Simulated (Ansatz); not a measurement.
Working through a calculation of the dielectric tensor and Born charges of SnSe2, space group P-3m1

Computed with Ansatz 0.2.0, Python API.

Run as a notebook:

```python
import warnings

import ansatz as az
import numpy as np
```

```python
warnings.simplefilter("ignore", az.DeckWarning)
```

```python
vectors = np.array([
    [3.811, 0.0, 0.0],
    [-1.9055, 3.30042281, 0.0],
    [0.0, 0.0, 6.136],
])
xtal = (
    az.Lattice.of(vectors)
    .atom("Sn", (0.0, 0.0, 0.0))
    .atom("Se", (1 / 3, 2 / 3, 0.249))
    .atom("Se", (2 / 3, 1 / 3, 0.751))
)
```

```python
# an insulator: whole occupations
base = (
    xtal.calculation()
    .kpoints(6, 6, 4)
    .basis(450)
    .functional("PBEsol")
    .occupations("fixed")
    .dielectric()
)
out = base.run()
response = out.dielectric
eps = np.asarray(response.eps_inf)

print("eps_inf")
print(np.round(eps, 3) + 0.0)
for site, z in zip(out.lattice.sites, response.zstar_e):
    print(f"{site.symbol:2s} Z* trace/3 = {np.trace(z) / 3:+.3f} e")
print(f"charge neutrality missed by {response.zstar_sum_residual_pre_e:.4f} e before the sum rule")
```

    eps_inf
    [[11.527  0.     0.   ]
     [ 0.    11.527  0.   ]
     [ 0.     0.     9.124]]
    Sn Z* trace/3 = +4.029 e
    Se Z* trace/3 = -2.014 e
    Se Z* trace/3 = -2.014 e
    charge neutrality missed by 0.0026 e before the sum rule

What to keep in mind:
- With fixed filling the reported Fermi level is the top filled level among the k-points of the SCF.
- Averages over directions belong to no single polarisation, least of all in layered crystals.
- Pressure is positive in compression.
- The structure is a deposited one; some such entries were measured under pressure or heat, so a shift against it needn't be the functional's error alone.
- This is the electronic (clamped-ion) response; a semilocal gap that is too small tends to raise it. The typed mesh is that of the SCF; the response is solved on denser meshes that the run picks.
- Run time: 16 min on 1 thread of Arm Neoverse N1, with other jobs on the host, peak memory 2.7 GiB.
